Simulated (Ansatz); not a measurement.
**ScPb3 (I4/mmm): surface slab from a Python script**

Aim: a surface slab, for ScPb3 (I4/mmm), run from a script.

Computed with Ansatz 0.2.0, driven from Python. Level of theory: DFT PBEsol, plane waves, PAW.

**1. The system**

The structure is tetragonal, space group I4/mmm (No. 139). The conventional cell has a = 4.535 Å, b = 4.535 Å, c = 11.049 Å, α = 90.00°, β = 90.00°, γ = 90.00°. Sc (site symmetry 4/mmm) has 12 Pb at 3.21 to 3.57 Å in its first shell of neighbours. Pb (site symmetry -4m2) is surrounded by 8 Pb at 3.21 to 3.57 Å and 4 Sc at 3.57 Å. Pb (site symmetry 4/mmm) has 4 Sc at 3.21 Å and 8 Pb at 3.57 Å in its first shell of neighbours.

The script holds or builds the structure itself.

**2. The script**

slab_scpb3.py reads:

```python
import warnings

import ansatz as az
from ase import Atoms
from ase.build import surface
from ase.constraints import FixAtoms
import numpy as np

warnings.simplefilter('ignore', az.DeckWarning)

atoms = Atoms(
    ['Sc', 'Pb', 'Pb', 'Pb'],
    scaled_positions=[
        [0.0, 0.0, 0.0],
        [0.75, 0.25, 0.5],
        [0.25, 0.75, 0.5],
        [0.5, 0.5, 0.0],
    ],
    cell=[
        [-2.2673, 2.2673, 5.524685],
        [2.2673, -2.2673, 5.524685],
        [2.2673, 2.2673, -5.524685],
    ],
    pbc=True,
)
slab = surface(atoms, (0, 1, 0), 3, vacuum=7.0)
slab.pbc = True

print(slab.get_chemical_formula(), 'area {:.3f} A^2, cell height {:.2f} A'.format(np.linalg.norm(np.cross(slab.cell[0], slab.cell[1])), slab.cell[2, 2]))
slab.set_constraint(FixAtoms(mask=slab.positions[:, 2] < slab.positions[:, 2].mean()))


def common(structure):
    return (
        az.Crystal.from_ase(structure).calculation()
        .functional(az.Functional.PBESOL)
        .basis(510)
        .occupations(az.OccupationsMethod.GAUSSIAN, width=150 * az.meV)
    )


job = (
    common(slab)
    .kpoints(4, 4, 1)
    .electric_field(axis=3, dipole_correction=True)
    .relax(force_tolerance=0.03, max_steps=30)
)
outcome = job.run(threads=1, pin='off')
rep = outcome.report

print(f'slab free energy {rep["free_energy_ev"]:.4f} eV, Fermi level {rep["fermi_energy_ev"]:.3f} eV')
face = rep['work_function']
print('work function (eV), upper and lower face:', *(round(face[k], 3) for k in ('phi_plus_ev', 'phi_minus_ev') if face.get(k) is not None))
print(f'dipole {face["dipole_moment_e_ang"]:+.4f} e A')

print('atom   z before  z after (A)')
for atom, site in zip(slab, outcome.lattice.sites):
    print(f'{atom.symbol:3s} {atom.z:9.3f} {site.position_ang[2]:9.3f}')
```

**3. What the engine is handed**

The package turns the script's settings into the engine's input:

```yaml
crystal:
  lattice:
    - [6.387757269122317, 0.0, 0.0]
    - [-4.778225449605847, 4.239340099822613, 0.0]
    - [0.0, -0.0, 25.53643220408899]
  atoms:
    - { symbol: Sc, position: [0.0, 0.0, 0.2741181674893149] }
    - { symbol: Pb, position: [0.2860365016689681, 0.7139634983310318, 0.31518759158216675] }
    - { symbol: Pb, position: [0.8581095050069047, 0.14189049499309553, 0.39732643976787035] }
    - { symbol: Pb, position: [0.5720730033379364, 0.4279269966620636, 0.35625701567501855] }
    - { symbol: Sc, position: [0.14414600667587305, 0.8558539933241273, 0.4383958638607222] }
    - { symbol: Pb, position: [0.43018250834484106, 0.5698174916551592, 0.47946528795357407] }
    - { symbol: Pb, position: [0.0022555116827775263, 0.9977444883172228, 0.5616041361392777] }
    - { symbol: Pb, position: [0.7162190100138094, 0.2837809899861909, 0.520534712046426] }
    - { symbol: Sc, position: [0.2882920133517462, 0.7117079866482545, 0.6026735602321296] }
    - { symbol: Pb, position: [0.574328515020714, 0.4256714849792863, 0.6437429843249813] }
    - { symbol: Pb, position: [0.14640151835865062, 0.85359848164135, 0.7258818325106852] }
    - { symbol: Pb, position: [0.8603650166896823, 0.13963498331031832, 0.6848124084178332] }
basis:
  ecutwfc: 510.0
kpoints:
  mp_grid:
    grid: [4, 4, 1]
hamiltonian:
  xc: pbesol
efield:
  axis: 3
  dipole_correction: true
scf:
  occupations:
    method: gaussian
    width: 0.15
relax:
  f_tol: 0.03
  max_steps: 30
  constraints:
    - { sites: [0, 1, 2, 3, 4, 5], fix: xyz }
```

**4. The run**

On the command line:

```
$ python slab_scpb3.py
```

**Question.** What results will this script give? Wanted: free energy; moves of the relaxation; energy gained; last largest force component; vacuum level less Fermi level, upper / lower face.

**Answer**, as computed:

```
                                         quantity                                 value
                                      free energy  -112127.4569 eV (-9343.9547 eV/atom)
                          moves of the relaxation                                     8
                                    energy gained                         30.3 meV/atom
                     last largest force component                           0.0064 eV/Å
vacuum level less Fermi level, upper / lower face                        4.06 / 2.97 eV
```

In words: The relaxation took 8 moves; the largest shift is 0.786 Å, of atom 11 (Pb). The two faces differ by 1.09 eV, so the slab carries a dipole. Notes:
- The density doesn't vanish in the vacuum (a short gap or a low cutoff), which blurs the vacuum level.
- The mesh is modest for a metal, so energies can be off by several to tens of meV an atom and pressures by half a GPa or more; differences at equal mesh fare better.
- Only differences from the Fermi energy are physical; the zero of the scale is a convention.
- Spin-orbit coupling, which matters for elements this heavy, is left out.
- This cell is a computed structure, which may not be the phase found in nature.
- The slab is thin and cut from the structure as given; a cut can leave two unlike or polar faces, and the surface energy is then their mean. Miller indices refer to the vectors of the cell as typed, and the lattice isn't relaxed for this functional, so relaxation and surface energy can hold strain.
- The script silences the warnings on its input, which a real study should read.
